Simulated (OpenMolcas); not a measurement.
# Au⁴⁺ among point charges: CASSCF and CASPT2 levels and susceptibility

Aim: the splitting of the states of Au⁴⁺ in the field of 3 point charges, its lowest levels with spin-orbit coupling and its magnetic susceptibility.

Program: OpenMolcas 26.06. Level of theory: state-averaged CASSCF and CASPT2, spin-orbit coupling by RASSI with atomic mean-field integrals. These are calculated values, not measurements, unless marked.

### Step 1. Starting point

| Item | Value |
| --- | --- |
| Species | Au⁴⁺ (gold, Z = 79, 75 electrons) |
| Basis | ANO-RCC-VDZP [7s6p4d2f], 59 functions |
| Scalar Hamiltonian | DKH2, point nucleus |
| Inactive shells | 1s 2s 2p 3s 3p 3d 4s 4p 4d 4f 5s 5p |
| Active space | 7 electrons in 5 orbitals (5d) |
| Some configurations of this space | 5d⁷ |
| Orbitals | optimised for each spin and parity, averaged over all roots |

Outer shells as boxes (Hund's rule):

5d7
```
5d [↑↓][↑↓][↑ ][↑ ][↑ ]
```

The ion sits among 3 point charges of -1.5 e arranged as a planar triangle (D3h), 1.92 Å from the ion.

Each step is its own input file, run in one work folder so that later steps find the files of earlier ones. Labels, J, g values, rates, χT and fits are worked out afterwards by a script from the matrices that RASSI stores.

### Step 2. Basis and integrals

Contents of a.inp:

```
&GATEWAY
Coord
1

Au 0.0 0.0 0.0
Basis=ANO-RCC-VDZP
Group=NoSym
NoMove
AngMom=0.0 0.0 0.0
AMFI
XField
3 Angstrom 0
1.920000 0.000000 0.000000 -1.500000
-0.960000 1.662769 0.000000 -1.500000
-0.960000 -1.662769 0.000000 -1.500000
&SEWARD
```

Run with:

```console
> OMP_NUM_THREADS=1 MOLCAS_MEM=1689 MOLCAS_PROJECT=a pymolcas a.inp > a.log
```

### Step 3. Reference wave functions, quartets, 10 roots

Contents of a.inp:

```
&RASSCF
FileOrb=start.orb
Symmetry=1
Spin=4
nActEl=7 0 0
Inactive=34
Ras2=5
CIRoot=10 10 1
SDav=10
CIMx=300
Iter=120 100
PrWF=0.3
OrbListing=Nothing
MaxOrb=0
>>> COPY $Project.JobIph JOB001
```

start.orb holds the contracted functions of the basis, ordered by shell, or the orbitals of the step before.

### Step 4. CASSCF: doublets, 40 roots

Contents of a.inp:

```
&RASSCF
FileOrb=start.orb
Symmetry=1
Spin=2
nActEl=7 0 0
Inactive=34
Ras2=5
CIRoot=40 40 1
SDav=40
CIMx=300
Iter=120 100
PrWF=0.3
OrbListing=Nothing
MaxOrb=0
>>> COPY $Project.JobIph JOB002
```

### Step 5. State interaction with spin-orbit coupling

Contents of a.inp:

```
&RASSI
NrOfJobIphs=2 10 40
1 2 3 4 5 6 7 8 9 10
1 2 3 4 5 6 7 8 9 10 11 12 13 14 15 16 17 18 19 20 21 22 23 24 25 26 27
28 29 30 31 32 33 34 35 36 37 38 39 40
IphNames
JOB001
JOB002
EJob
SpinOrbit
DIPRint=1.0
SOCoupling=1000.0
Subsets=2
Property=9
'ANGMOM' 1 'ANGMOM' 2 'ANGMOM' 3 'MLTPL  1' 1 'MLTPL  1' 2 'MLTPL  1' 3
'AMFI' 1 'AMFI' 2 'AMFI' 3
SOProperty=3
'ANGMOM' 1 'ANGMOM' 2 'ANGMOM' 3
```

### Step 6. CASPT2: IPEA 0.25, imaginary shift 0.1 (closed shells correlated: 4f 5s 5p)

Contents of a.inp:

```
>>> COPY JOB001 $Project.JobIph
&CASPT2
Multistate=10 1 2 3 4 5 6 7 8 9 10
NoMult
Frozen=23
IPEA=0.25
Imaginary=0.1
MaxIter=60
WThr=0.0 0.3 0.05
PrWF=0.5
NoMix
>>> COPY JOB002 $Project.JobIph
&CASPT2
Multistate=40 1 2 3 4 5 6 7 8 9 10 11 12 13 14 15 16 17 18 19 20 21 22
23 24 25 26 27 28 29 30 31 32 33 34 35 36 37 38 39 40
NoMult
Frozen=23
IPEA=0.25
Imaginary=0.1
MaxIter=60
WThr=0.0 0.3 0.05
PrWF=0.5
NoMix
```

(Steps that only read results are left out.)

What does the calculation give? Wanted: spin-free ground state; first state of the same spin within the active space; lowest level; next level.

The runs gave:

| quantity | value |
| --- | --- |
| method | SS-CASPT2, IPEA 0.25, imaginary shift 0.1 (closed shells correlated: 4f 5s 5p) |
| spin-free ground state | 4A2, 1-fold in its orbital part |
| first state of the same spin within the active space | 4E at 647 cm⁻¹ |
| lowest level | 2-fold E1/2, g = 1.38, 6.31, 6.31 |
| next level | 631.3 cm⁻¹ |
| χT at 300 K | 3.89 cm³ K/mol |
| effective moment at 300 K | 5.58 μB |

Cost by method:

```tsv
method	time of its own steps	time with the reference
A. CASSCF	9.5 s	9.5 s
B. SS-CASPT2, IPEA 0.25, imaginary shift 0.1, +4f 5s 5p	9 s	18 s
```

Times are of one thread on a shared host.

In words: The spin-free ground state (4A2) comes to 93 % from free-ion F terms and keeps the highest spin of the shell. χT at 300 K is 3.89, against 1.88 cm³ K/mol for the spin alone, so orbital moment adds to it. An active space of the d shell alone favours high spin; real ions in strong fields can be low spin. CASPT2 does not keep the components of a term degenerate, and the means are used. The field of point charges can differ much from that of real complexes. With metal d orbitals alone active, the gaps between spin states are rough; where two lie within a few thousand cm-1, their order is open. Point charges carry no covalency, so the field is a model and not that of real ligands.
